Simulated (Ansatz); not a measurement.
# C₂H₇BClN: one species, many methods

An exercise on one series of results from a longer session: the logs are not shown, and one member is left open.

Program: Ansatz 0.2.0, Gaussian basis. Level of theory: functionals in def2-TZVPP, the program's frozen cores in correlated methods. These are calculated values, not measurements.

Levels to be run: LDA (SPW92), PBE-D4, revPBE-D4, BLYP-D4, r2SCAN-D4, B97M-V, PBE0-D4, B3LYP-D4, r2SCANh-D4, r2SCAN0-D4, HSE06-D4, BHLYP-D4, CAM-B3LYP-D4, LC-ωPBE, ωB97X-V, ωB97M-V, B2PLYP, PBE-QIDH; CCSD(T)/def2-SVP; CCSD(T)/def2-TZVPP; MP2/def2-QZVPP; extrapolation to the limit; RPA on PBE.

**The geometry**

All runs share one geometry, relaxed beforehand with PBE0-D4 in a triple-zeta def2 set.

SMILES `CCB(N)Cl`, 12 atoms, charge 0, spin multiplicity 1.

Atoms are counted from 1 here; the program's logs count them from 0.

Bond lengths: C1–C2 1.528 Å, C1–H6 1.092 Å, C1–H7 1.093 Å, C1–H8 1.092 Å, C2–B3 1.569 Å, C2–H9 1.098 Å, C2–H10 1.096 Å, B3–N4 1.389 Å, B3–Cl5 1.787 Å, N4–H11 1.006 Å, N4–H12 1.005 Å. Angles: C2–C1–H6 111.4°, C2–C1–H7 111.3°, C2–C1–H8 111.0°, H6–C1–H7 107.6°, H6–C1–H8 107.9°, H7–C1–H8 107.4°, C1–C2–B3 114.2°, C1–C2–H9 108.9°, C1–C2–H10 110.0°, B3–C2–H9 107.5°, B3–C2–H10 109.9°, H9–C2–H10 105.9°, C2–B3–N4 123.7°, C2–B3–Cl5 119.4°, N4–B3–Cl5 116.9°, B3–N4–H11 123.1°, B3–N4–H12 122.2°, H11–N4–H12 114.7°.

The first run:

The input, in.yaml:

```yaml
crystal:
  periodic: [false, false, false]
  atoms:
    - {symbol: C, position_ang: [-1.645908, 0.182586, -0.267950]}
    - {symbol: C, position_ang: [-0.252581, -0.328341, -0.633668]}
    - {symbol: B, position_ang: [0.910510, 0.330279, 0.187466]}
    - {symbol: N, position_ang: [1.852828, -0.394458, 0.905731]}
    - {symbol: Cl, position_ang: [1.066462, 2.109824, 0.213698]}
    - {symbol: H, position_ang: [-2.415661, -0.277927, -0.891359]}
    - {symbol: H, position_ang: [-1.889256, -0.037536, 0.774727]}
    - {symbol: H, position_ang: [-1.711931, 1.264652, -0.397272]}
    - {symbol: H, position_ang: [-0.065305, -0.122495, -1.695327]}
    - {symbol: H, position_ang: [-0.213888, -1.418596, -0.527529]}
    - {symbol: H, position_ang: [2.603567, 0.035743, 1.418000]}
    - {symbol: H, position_ang: [1.838063, -1.398732, 0.947683]}
basis:
  gaussian: {orbitals: def2-TZVPP}
hamiltonian: {xc: lda}
output: {orbitals: {seedname: orbitals}}
```

The run is started by

```sh
> ansatz run in.yaml --threads 4 --pin off --events-out ev --progress --plain --max-ram 10444MiB
```

Among the steps run: LDA; PBE-D4 (GGA); revPBE-D4 (GGA); BLYP-D4 (GGA); r2SCAN-D4 (meta-GGA); B97M-V (meta-GGA); PBE0-D4 (hybrid); B3LYP-D4 (hybrid); r2SCANh-D4 (hybrid); r2SCAN0-D4 (hybrid); HSE06-D4 (hybrid); BHLYP-D4 (hybrid); CAM-B3LYP-D4 (range-separated); LC-ωPBE (range-separated); ωB97X-V (range-separated); ωB97M-V (range-separated); B2PLYP (double hybrid); PBE-QIDH (double hybrid).

One table of the session follows, with a row left open; its other results are not shown here.

It belongs to the step «Frontier levels by functional». 

| functional | HOMO (eV) | LUMO (eV) | gap (eV) |
| --- | --- | --- | --- |
| LDA (SPW92) | -6.99 | -0.68 | 6.31 |
| PBE-D4 | -6.83 | -0.43 | 6.41 |
| revPBE-D4 | -6.77 | -0.32 | 6.45 |
| BLYP-D4 | -6.69 | -0.29 | 6.40 |
| r2SCAN-D4 | ? | ? | ? |
| B97M-V | -7.22 | -0.04 | 7.18 |
| PBE0-D4 | -8.21 | 0.55 | 8.76 |
| B3LYP-D4 | -7.96 | 0.30 | 8.26 |
| r2SCANh-D4 | -7.65 | 0.29 | 7.94 |
| r2SCAN0-D4 | -8.43 | 0.79 | 9.22 |
| HSE06-D4 | -7.81 | 0.17 | 7.97 |
| BHLYP-D4 | -9.48 | 1.30 | 10.78 |
| CAM-B3LYP-D4 | -9.62 | 1.45 | 11.06 |
| LC-ωPBE | -11.04 | 2.71 | 13.76 |
| ωB97X-V | -10.65 | 2.51 | 13.17 |
| ωB97M-V | -10.53 | 2.04 | 12.57 |

Q: Estimate the row for r2SCAN-D4 from the others.

Worked estimate for «HOMO (eV)». Against the share of exact exchange, r2SCANh-D4 (0.1, -7.65), r2SCAN0-D4 (0.25, -8.43) give a slope of -5.20 per unit share; at 0 the line stands at -7.13.

**Answer.** HOMO (eV): -7.14; LUMO (eV): -0.05; gap (eV): 7.09. In «HOMO (eV)» the line misses by +0.01.
